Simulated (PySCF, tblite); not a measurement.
**C₂H₁₀OSi₂: a rotation path, then NMR shifts on frames**

How do NMR shifts of C₂H₁₀OSi₂ (`OCC([SiH3])[SiH3]`) change as the atoms move?

The runs use tblite 0.8.0 and PySCF 2.14.0, with density-fitted response routines of our own; the level of theory stands in each step. All values are computed, except where a source is named. Atoms count from 0, in the outputs and in this text.

**1. The starting structure**

15 atoms, charge 0, multiplicity 1; geometry from: GFN2-xTB.

Bonds of the start (Å): O0–C1 1.41, C1–C2 1.52, C2–Si3 1.91, C2–Si4 1.90, O0–H5 0.96, C1–H6 1.09, C1–H7 1.10, C2–H8 1.10, Si3–H9 1.47, Si3–H10 1.47, Si3–H11 1.46, Si4–H12 1.46, Si4–H13 1.46, Si4–H14 1.47.

**2. A band between two rotamers with GFN2-xTB**

What the job is given:

```
{"job": {"kind": "neb", "xc": "GFN2-xTB", "basis": "xTB", "atoms": [0, 1, 2, 3], "turn": 120}, "charge": 0, "multiplicity": 1}
O      2.155953     0.595297    -0.495375
C      1.249118    -0.480436    -0.383923
C      0.006646    -0.095193     0.408097
Si    -0.504753     1.662927    -0.143801
Si    -1.347348    -1.418400     0.250377
H      2.443451     0.842738     0.390238
H      0.981896    -0.727361    -1.414138
H      1.748115    -1.357204     0.055603
H      0.288197    -0.037738     1.467023
H      0.415042     2.672074     0.388025
H     -1.837181     1.937177     0.403880
H     -0.538807     1.716499    -1.601891
H     -1.815684    -1.501323    -1.133236
H     -2.455859    -1.081781     1.143306
H     -0.793200    -2.719287     0.643903
```

Level: GFN2-xTB climbing-image nudged elastic band, gas phase.

Command:

```
OMP_NUM_THREADS=1 python probes_run.py task.json out
```

The driver reads the jobs from task.json and runs them one after another.

Standard output:

```text
image   E - E0 / eV
  0       0.0000
  1       0.0207
  2       0.0747
  3       0.1390
  4       0.1780
  5       0.1675
  6       0.1173
  7       0.0664
  8       0.0433
```

Run time: 2.3 s. Hardware: 1 thread of Arm Neoverse V1, shared host; peak memory 0.18 GiB.

The final band, with the dihedral O0–C1–C2–Si3:

```
image  dihedral (°)  energy (eV)  energy (kcal/mol)
    0            41        0.000                0.0
    1            57        0.021                0.5
    2            73        0.075                1.7
    3            89        0.139                3.2
    4           106        0.178                4.1
    5           123        0.167                3.9
    6           140        0.117                2.7
    7           157        0.066                1.5
    8           171        0.043                1.0
```

**3. NMR shieldings: image 0, PBE0/pcSseg-1**

What the job is given:

```
{"job": {"kind": "nmr", "xc": "PBE0", "basis": "pcSseg-1", "pop": false}, "charge": 0, "multiplicity": 1}
O      2.156000     0.595300    -0.495400
C      1.249100    -0.480400    -0.383900
C      0.006600    -0.095200     0.408100
Si    -0.504800     1.662900    -0.143800
Si    -1.347300    -1.418400     0.250400
H      2.443500     0.842700     0.390200
H      0.981900    -0.727400    -1.414100
H      1.748100    -1.357200     0.055600
H      0.288200    -0.037700     1.467000
H      0.415000     2.672100     0.388000
H     -1.837200     1.937200     0.403900
H     -0.538800     1.716500    -1.601900
H     -1.815700    -1.501300    -1.133200
H     -2.455900    -1.081800     1.143300
H     -0.793200    -2.719300     0.643900
```

Level: GIAO PBE0/pcSseg-1 NMR shielding, non-relativistic, gas phase.

Standard output:

```text
coarse grid: 12712 points
cycle   1  E = -735.8386920106  dE =  2.020e-01  |g| = 6.171e-01  |ddm| = 3.282e+00
cycle   2  E = -735.7729774496  dE =  6.571e-02  |g| = 8.601e-01  |ddm| = 1.237e+00
cycle   3  E = -735.9108515238  dE = -1.379e-01  |g| = 6.327e-02  |ddm| = 8.221e-01
cycle   4  E = -735.9113993577  dE = -5.478e-04  |g| = 2.999e-02  |ddm| = 6.646e-02
cycle   5  E = -735.9116047560  dE = -2.054e-04  |g| = 7.788e-03  |ddm| = 3.264e-02
cycle   6  E = -735.9116199581  dE = -1.520e-05  |g| = 9.668e-04  |ddm| = 8.690e-03
cycle   7  E = -735.9116201987  dE = -2.406e-07  |g| = 2.574e-04  |ddm| = 1.405e-03
final grid: 111200 points
cycle   8  E = -735.9502462089  dE = -1.934e-05  |g| = 7.822e-03  |ddm| = 1.795e-02
cycle   9  E = -735.9502319447  dE =  1.426e-05  |g| = 1.148e-02  |ddm| = 1.418e-02
cycle  10  E = -735.9502584449  dE = -2.650e-05  |g| = 5.806e-04  |ddm| = 8.592e-03
cycle  11  E = -735.9502585028  dE = -5.790e-08  |g| = 2.020e-04  |ddm| = 6.378e-04
cycle  12  E = -735.9502585118  dE = -8.970e-09  |g| = 3.605e-05  |ddm| = 2.133e-04
cycle  13  E = -735.9502585120  dE = -2.653e-10  |g| = 1.313e-05  |ddm| = 4.800e-05
converged SCF energy = -735.9502585120

GIAO shielding tensors (ppm)
atom      isotropic    diamagn.    paramagn.     s11        s22        s33       span
  0 O      263.401     389.499    -126.098    229.980    277.109    283.114     53.133
  1 C      119.551     244.281    -124.730     88.474    114.035    156.144     67.670
  2 C      175.708     257.813     -82.104    157.292    170.363    199.470     42.178
  3 Si     421.409     880.124    -458.715    392.087    407.440    464.700     72.613
  4 Si     423.772     880.319    -456.547    396.994    402.376    471.945     74.951
  5 H       31.397      32.878      -1.481     24.452     28.547     41.192     16.739
  6 H       28.139      30.655      -2.516     23.059     29.206     32.153      9.094
  7 H       27.356      30.318      -2.962     21.601     28.149     32.317     10.716
  8 H       31.072      33.752      -2.680     27.891     28.840     36.484      8.593
  9 H       27.533      29.617      -2.084     23.488     26.235     32.875      9.387
 10 H       27.975      29.725      -1.750     24.494     26.344     33.086      8.592
 11 H       27.923      29.496      -1.573     24.982     25.673     33.115      8.134
 12 H       28.030      29.406      -1.376     24.554     26.439     33.096      8.543
 13 H       27.823      29.329      -1.505     24.357     25.780     33.333      8.976
 14 H       27.845      29.224      -1.379     24.240     25.807     33.486      9.246
```

It took 21 s on 1 thread of Arm Neoverse V1, shared host; peak memory 0.82 GiB.

Shifts follow as δ = σ(reference) − σ, with reference shieldings (ppm) from runs at the same level and on the same kind of geometry: 1H TMS 31.72, 13C TMS 186.9, 29Si TMS 349.2, 17O H2O 336.1. The references are single molecules in the gas phase, so shifts against H2O, NH3, PH3, H3PO4 or CFCl3 are not on the usual liquid scales and can be off by tens of ppm. Each atom is listed at this fixed geometry, with no averaging over motion; a spectrum would average atoms that exchange fast.

```
atoms                           environment  σ (ppm)  δ (ppm)
   C1                   sp3 CH2 bonded to O    119.6     67.4
   C2                 sp3 CH bonded to 2 Si    175.7     11.2
   H7    hydrogen on an sp3 CH2 bonded to O    27.36     4.36
   H9     hydrogen on a silicon bonded to C    27.53     4.18
  H13     hydrogen on a silicon bonded to C    27.82     3.89
  H14     hydrogen on a silicon bonded to C    27.84     3.87
  H11     hydrogen on a silicon bonded to C    27.92     3.79
  H10     hydrogen on a silicon bonded to C    27.97     3.74
  H12     hydrogen on a silicon bonded to C    28.03     3.69
   H6    hydrogen on an sp3 CH2 bonded to O    28.14     3.58
   H8  hydrogen on an sp3 CH bonded to 2 Si    31.07     0.65
   H5         hydrogen on an alcohol oxygen    31.40     0.32
   O0                        alcohol oxygen    263.4     72.7
  Si3              silicon bonded to C, 3 H    421.4    -72.3
  Si4              silicon bonded to C, 3 H    423.8    -74.6
```

Orbitals, density, ELF and potential are computed afterwards from the orbital file.

Frontier orbitals at PBE0/pcSseg-1, with the share of their density that lies nearest to each atom:

```
orbital  energy (eV)                                                     lies on
   HOMO        -8.05                                   O0 56 %; C2 12 %; H7 10 %
   LUMO         0.42  H8, H12 about 11 % each; 5 H atoms about 8 % each; Si4 7 %
```

ELF in a plane through or near 6 of the atoms.

Ten even steps from ' ' (0.00) to '@' (1.00):
```
                                                        
                                                        
                      ..==**++--                        
                      ++@@@@@@@@++                      
                  ..::%%@@@@@@@@%%                      
          --**##**----##@@@@@@@@++      ....            
        --%%@@@@@@##..==..==##++      ++%%##++--        
        ==%%@@@@@@++..##++..==::....--%%@@@@##++..      
        ..--**%%%%++..  ==##%%**++::::++%%%%**==        
                    ..++%%##++##@@..++%%..::::..        
            ::==**==..::####==**@@..==**..==--::        
            ==**######++++%%##====--==%%@@@@@@##..      
            ==##==++##==----==::  ::**@@@@@@@@@@==      
            --**##**--++@@@@@@##    --@@@@@@@@@@::      
            ..--==..  ==@@@@@@@@..    ==%%%%++::        
                      ::@@@@@@##                        
                        ....                            
                                                        
                                                        
                                                        
```
The map spans 10.4 Å across and 10.6 Å up, centred on the molecule. Atoms in the plane (x, y in Å): O0 (-1.9, -1.2), C1 (-0.5, -1.3), Si3 (-0.9, 1.5), Si4 (2.0, 0.0), H7 (-0.2, -2.2), H10 (-0.1, 2.7).

log10 of the density (e/Å³) in the same plane.

Ten even steps from ' ' (-4.0) to '@' (1.6):
```
                                                        
                    ..............                      
                ..::::::--------::....                  
            ....::----==========--::....                
        ..::::----====++******++==--::::........        
      ..::--====++++++**####**++==----------::::..      
      ::--==++++******%%##****++==============--::..    
    ..::--==++******##@@%%****++++++++****++++==--::..  
      ..::--==++****************++++********++==--::..  
      ..::--====++++++**########**##%%@@****++==--::..  
      ..::--++++********########**##%%@@****++==--::..  
      ..--==**##%%%%##########**********##**++==--::..  
      ..--==**##%%%%####%%##****++++++******++==--::..  
      ..--==++**##******####**++======++++++====--....  
        ..::====++++==++******++==------------::::..    
            ::::------====++====--::::::::::....        
                  ....::::--::::....                    
                      ..........                        
                                                        
                                                        
```
The map spans 10.4 Å across and 10.6 Å up, centred on the molecule. Atoms in the plane (x, y in Å): O0 (-1.9, -1.2), C1 (-0.5, -1.3), Si3 (-0.9, 1.5), Si4 (2.0, 0.0), H7 (-0.2, -2.2), H10 (-0.1, 2.7).

On the surface of density 0.002 e/bohr³ the electrostatic potential runs, from the 1st to the 99th percentile, from -1.44 V near O0 to 2.11 V near H5.

**4. NMR shieldings: image 2, PBE0/pcSseg-1**

What the job is given:

```
{"job": {"kind": "nmr", "xc": "PBE0", "basis": "pcSseg-1", "pop": false}, "charge": 0, "multiplicity": 1}
O      2.394000     0.362200    -0.114600
C      1.255200    -0.387700    -0.465500
C      0.016500     0.001600     0.341400
Si    -0.645000     1.696100    -0.238100
Si    -1.274400    -1.395500     0.325200
H      2.578400     0.211100     0.819900
H      1.100600    -0.187000    -1.528500
H      1.473400    -1.461900    -0.360700
H      0.337700     0.110600     1.385900
H      0.262600     2.774900     0.149300
H     -1.959100     1.927600     0.367200
H     -0.778900     1.649600    -1.695100
H     -1.784700    -1.584500    -1.031000
H     -2.355000    -1.072800     1.257100
H     -0.625600    -2.636300     0.765400
```

With the program's defaults for keys left out, this is: GIAO PBE0/pcSseg-1 NMR shielding, non-relativistic, gas phase.

Standard output:

```text
coarse grid: 12712 points
cycle   1  E = -735.8343136347  dE =  1.917e-01  |g| = 6.242e-01  |ddm| = 3.278e+00
cycle   2  E = -735.7724398866  dE =  6.187e-02  |g| = 8.556e-01  |ddm| = 1.140e+00
cycle   3  E = -735.9082279471  dE = -1.358e-01  |g| = 5.711e-02  |ddm| = 7.354e-01
cycle   4  E = -735.9086641446  dE = -4.362e-04  |g| = 2.766e-02  |ddm| = 5.719e-02
cycle   5  E = -735.9088353830  dE = -1.712e-04  |g| = 7.812e-03  |ddm| = 3.045e-02
cycle   6  E = -735.9088508168  dE = -1.543e-05  |g| = 8.785e-04  |ddm| = 8.679e-03
cycle   7  E = -735.9088510204  dE = -2.036e-07  |g| = 1.920e-04  |ddm| = 1.323e-03
final grid: 111200 points
cycle   8  E = -735.9473043934  dE = -1.823e-05  |g| = 8.142e-03  |ddm| = 1.852e-02
cycle   9  E = -735.9472891263  dE =  1.527e-05  |g| = 1.191e-02  |ddm| = 1.407e-02
cycle  10  E = -735.9473175293  dE = -2.840e-05  |g| = 5.373e-04  |ddm| = 8.600e-03
cycle  11  E = -735.9473175791  dE = -4.973e-08  |g| = 1.933e-04  |ddm| = 5.578e-04
cycle  12  E = -735.9473175873  dE = -8.278e-09  |g| = 3.084e-05  |ddm| = 1.842e-04
cycle  13  E = -735.9473175875  dE = -1.960e-10  |g| = 9.710e-06  |ddm| = 4.219e-05
converged SCF energy = -735.9473175875

GIAO shielding tensors (ppm)
atom      isotropic    diamagn.    paramagn.     s11        s22        s33       span
  0 O      269.563     388.339    -118.777    213.332    277.126    318.230    104.898
  1 C      117.229     244.247    -127.018     87.246    112.889    151.553     64.307
  2 C      175.557     256.762     -81.206    147.357    180.110    199.203     51.846
  3 Si     413.627     880.168    -466.541    371.958    401.772    467.152     95.194
  4 Si     419.872     880.635    -460.763    376.621    412.392    470.604     93.983
  5 H       31.740      32.589      -0.848     23.789     29.723     41.709     17.920
  6 H       27.976      30.745      -2.769     24.354     28.192     31.382      7.027
  7 H       27.385      30.769      -3.385     21.085     29.420     31.649     10.564
  8 H       31.711      34.079      -2.368     28.287     29.921     36.925      8.638
  9 H       27.299      29.037      -1.738     23.448     25.786     32.661      9.213
 10 H       27.757      29.550      -1.793     24.125     26.105     33.041      8.915
 11 H       27.935      29.605      -1.670     24.905     25.981     32.919      8.014
 12 H       28.058      29.590      -1.532     24.607     26.365     33.204      8.597
 13 H       27.765      29.558      -1.794     24.234     25.816     33.244      9.010
 14 H       27.810      29.681      -1.871     24.243     25.937     33.251      9.008
```

Wall time 15 s (1 thread of Arm Neoverse V1, shared host); peak memory 0.72 GiB.

In short: δ C1 69.7, C2 11.4, O0 66.5, Si3 -64.5, H9 4.42, H7 4.33 ppm.

(Part 1 of 2 ends here.)
